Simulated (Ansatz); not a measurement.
# KScO3: the cost of one run

Program: Ansatz 0.2.0 through its Python package. Level of theory: DFT PBEsol, plane waves, PAW. These are calculated values, not measurements.

## (1) The system

Symmetry: Pm-3m, No. 221, cubic system. The conventional cell has a = 4.211 Å, b = 4.211 Å, c = 4.211 Å, α = 90.00°, β = 90.00°, γ = 90.00°. Around K (site symmetry m-3m) lie 12 O at 2.98 Å. Sc (site symmetry m-3m) has 6 O at 2.11 Å as nearest neighbours. O (site symmetry 4/mmm) is surrounded by 2 Sc at 2.11 Å and 4 K at 2.98 Å.

The script holds or builds the structure itself.

## (2) Script

ksco3.py

```python
# -*- coding: utf-8 -*-
"""Convergence of KScO3 with the plane-wave cutoff."""

import logging
import sys

import ansatz as az

logging.basicConfig(stream=sys.stdout, format="%(levelname)s:%(name)s:%(message)s")
log = logging.getLogger("ansatz_job")
log.setLevel(logging.INFO)

lattice = az.Lattice.of(
    [4.210657, 0.0, 0.0],
    [0.0, 4.210657, 0.0],
    [0.0, 0.0, 4.210657],
)
sites = [
    ("K", [0.0, 0.0, 0.0]),
    ("Sc", [0.5, 0.5, 0.5]),
    ("O", [0.5, 0.5, 0.0]),
    ("O", [0.5, 0.0, 0.5]),
    ("O", [0.0, 0.5, 0.5]),
]
crystal = az.Crystal(lattice=lattice)
for symbol, position in sites:
    crystal = crystal.atom(symbol, position)

base = (
    crystal.calculation()
    .functional("PBEsol")
    .occupations("Marzari-Vanderbilt")
    .kpoints(6)
)

rows = []
for value in [250, 350, 450, 550, 650]:
    r = base.basis(value).run(threads=1, pin="off").report
    rows.append((value, r["free_energy_ev"] / len(r["lattice"]["sites"]), r["n_iterations"], r["n_pw"]))

log.info(" cutoff (eV)   F/atom (eV)    iterations   plane waves")
for row in rows:
    log.info(f"{str(row[0]):>12s}  {row[1]:12.5f}  {row[2]:12d}  {row[3]:12d}")

# differences from the last row
for row in rows[:-1]:
    shift = 1000 * (row[1] - rows[-1][1])
    log.info(f"{row[0]}: {shift:+.2f} meV/atom" + ("  (within 2 meV)" if abs(shift) < 2 else ""))
```

## (3) What the engine is handed

The engine receives this input (first run):

```yaml
crystal:
  lattice:
    - [4.210657, 0.0, 0.0]
    - [0.0, 4.210657, 0.0]
    - [0.0, 0.0, 4.210657]
  atoms:
    - { symbol: K, position: [0.0, 0.0, 0.0] }
    - { symbol: Sc, position: [0.5, 0.5, 0.5] }
    - { symbol: O, position: [0.5, 0.5, 0.0] }
    - { symbol: O, position: [0.5, 0.0, 0.5] }
    - { symbol: O, position: [0.0, 0.5, 0.5] }
basis:
  ecutwfc: 250.0
kpoints:
  mp_grid:
    grid: [6, 6, 6]
hamiltonian:
  xc: pbesol
scf:
  occupations:
    method: cold
```

## (4) Running it

Command:

```
$ python ksco3.py
```

Q: Estimate wall time and peak memory on 1 thread of Arm Neoverse V2, shared host.

About 9.2 s, with a peak of 0.42 GiB.
